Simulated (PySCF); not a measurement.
# A diatomic session: GeTe

An exercise on one series of results from a longer session: the logs are not shown, and one member is left open.

Method: Ge def2-TZVPPD, Te def2-TZVPPD with ECP28, scalar-relativistic core potentials; program: PySCF 2.14.0.

Set-up of the first run:

A driver script around PySCF takes these settings:

| Item | Value |
| --- | --- |
| atoms | Ge, Te |
| charge | 0 |
| basis | Ge def2-TZVPPD, Te def2-TZVPPD with ECP28 |
| Hamiltonian | scalar-relativistic core potentials |
| basis functions | 113 |
| electrons treated | 56 |
| masses in u | 73.9212, 129.9062 |
| levels | PBE0, PBE, r²SCAN, B97-3, revPBE, TPSSh, r²SCAN0, M06, ωB97X, HF, MP2, SCS-MP2, CCSD, CCSD(T) |
| grid | 80 radial by 434 angular points |
| occupations | held fixed by the projection of orbital angular momentum |
| dissociation limit | Ge + Te, each in its ground configuration |
| starting distance in angstrom | 2.480 |
| values of 2S to try | 0, 2, 4 |

Launch:

```
> OMP_NUM_THREADS=2 python dia.py task.json out
```

Steps of the session up to this table: The job; First curve: PBE0; Higher solutions at PBE0; PBE; r²SCAN (meta-GGA); B97-3 (global hybrid GGA); revPBE (GGA); TPSSh (hybrid meta-GGA); r²SCAN0; M06 (hybrid meta-GGA); ωB97X; RHF (mean field); Correlated methods on the Hartree–Fock reference.

One of the session's tables, all rows but one given; the rest of the session is left out.

Energy (eV) from each level's lowest point:

| R (Å) | RHF | RHF-MP2 | RHF-SCS-MP2 | RHF-CCSD | RHF-CCSD(T) |
| --- | --- | --- | --- | --- | --- |
| 2.015 | 1.570 | 1.546 | 1.594 | n/a | n/a |
| 2.109 | 0.670 | 0.671 | 0.702 | 0.682 | 0.753 |
| 2.202 | ? | ? | ? | ? | ? |
| 2.273 | 0.029 | 0.037 | 0.045 | 0.038 | 0.062 |
| 2.343 | 0.000 | 0.000 | 0.000 | 0.000 | 0.000 |
| 2.413 | 0.072 | 0.057 | 0.051 | 0.059 | 0.032 |
| 2.507 | 0.284 | 0.242 | 0.228 | 0.248 | 0.181 |
| 2.624 | 0.675 | 0.593 | 0.571 | 0.603 | 0.480 |
| 2.765 | 1.250 | 1.125 | 1.093 | 1.128 | 0.925 |
| 2.952 | 2.081 | 1.969 | 1.915 | n/a | n/a |

**Question.** Estimate the row for R (Å) = 2.202.

Worked estimate for «RHF». A straight line through the neighbours (2.109, 0.670) and (2.273, 0.029) gives 0.670 + (0.029 − 0.670) × (2.202 − 2.109) / (2.273 − 2.109) = 0.307; a parabola fitted to 4 rows on both sides gives 0.173.

**Answer.** RHF: 0.188; RHF-MP2: 0.199; RHF-SCS-MP2: 0.215; RHF-CCSD: 0.201; RHF-CCSD(T): 0.247. In «RHF» the line misses by +0.119 and the parabola by -0.015.

Limits of these values: Lowest PBE0 solution found, without spin–orbit coupling: ¹Σ⁺ (singlet), closed shell. Warnings in the runs' records: inverted.
